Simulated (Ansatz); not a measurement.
# AlBrCl3H: the cost of one run

Method: PBE0-D4/def2-SVP; program: Ansatz 0.2.0, Gaussian basis.

22 further runs of the same task are left out: 22 set aside as unsound or not needed.

## Step 1: Where the work starts

The first end: 6 atoms, charge 0, spin multiplicity 1.

Atoms are counted from 1 here; the program's logs count them from 0.

Bond lengths: Al1–Cl2 2.099 Å, Al1–Cl3 2.087 Å, Al1–Cl4 2.087 Å, Al1–Br6 2.701 Å, H5–Br6 1.427 Å. Angles: Cl2–Al1–Cl3 118.2°, Cl2–Al1–Cl4 118.2°, Cl2–Al1–Br6 95.3°, Cl3–Al1–Cl4 118.1°, Cl3–Al1–Br6 99.2°, Cl4–Al1–Br6 99.2°, Al1–Br6–H5 90.3°.

Geometry (Å):

```xyz
6
AlBrCl3H
Al   -0.14735    0.58676   -0.51943
Cl    1.84468    0.08001   -0.94661
Cl   -1.63518   -0.08083   -1.82225
Cl   -0.50847    2.32581    0.57692
H     0.89526   -1.67592    1.26061
Br   -0.44904   -1.23595    1.45065
```

The second end:

```csv
atom,x (Å),y (Å),z (Å)
Al1,-0.6491,0.3503,-0.0467
Cl2,1.7538,-0.2728,-0.5500
Cl3,-1.5219,-0.0665,-1.8946
Cl4,-0.3931,2.3445,0.5088
H5,1.6815,-1.1656,0.3795
Br6,-0.8713,-1.1900,1.6029
```

## Step 2: The band at PBE0-D4/def2-SVP

Contents of neb/in.yaml:

```yaml
crystal:
  periodic: [false, false, false]
  atoms:
    - {symbol: Al, position_ang: [-0.147348, 0.586765, -0.519426]}
    - {symbol: Cl, position_ang: [1.844685, 0.080011, -0.946605]}
    - {symbol: Cl, position_ang: [-1.635180, -0.080827, -1.822250]}
    - {symbol: Cl, position_ang: [-0.508472, 2.325812, 0.576921]}
    - {symbol: H, position_ang: [0.895258, -1.675916, 1.260608]}
    - {symbol: Br, position_ang: [-0.449043, -1.235946, 1.450651]}
basis:
  gaussian: {orbitals: def2-SVP}
hamiltonian: {xc: pbe0, dispersion: d4}
neb:
  images: 5
  climbing: true
  max_iterations: 40
  initial_path: idpp
  final_atoms:
    - {symbol: Al, position_ang: [-0.649059, 0.350346, -0.046663]}
    - {symbol: Cl, position_ang: [1.753793, -0.272812, -0.550006]}
    - {symbol: Cl, position_ang: [-1.521880, -0.066507, -1.894628]}
    - {symbol: Cl, position_ang: [-0.393145, 2.344456, 0.508846]}
    - {symbol: H, position_ang: [1.681525, -1.165571, 0.379469]}
    - {symbol: Br, position_ang: [-0.871334, -1.190013, 1.602882]}
```

Launch:

```console
> ansatz run in.yaml --threads 8 --pin off --events-out ev --progress --plain --max-ram 19148MiB
```

**Question.** How long does this run take on 8 threads of Arm Neoverse V1, shared host?

About 79 s.
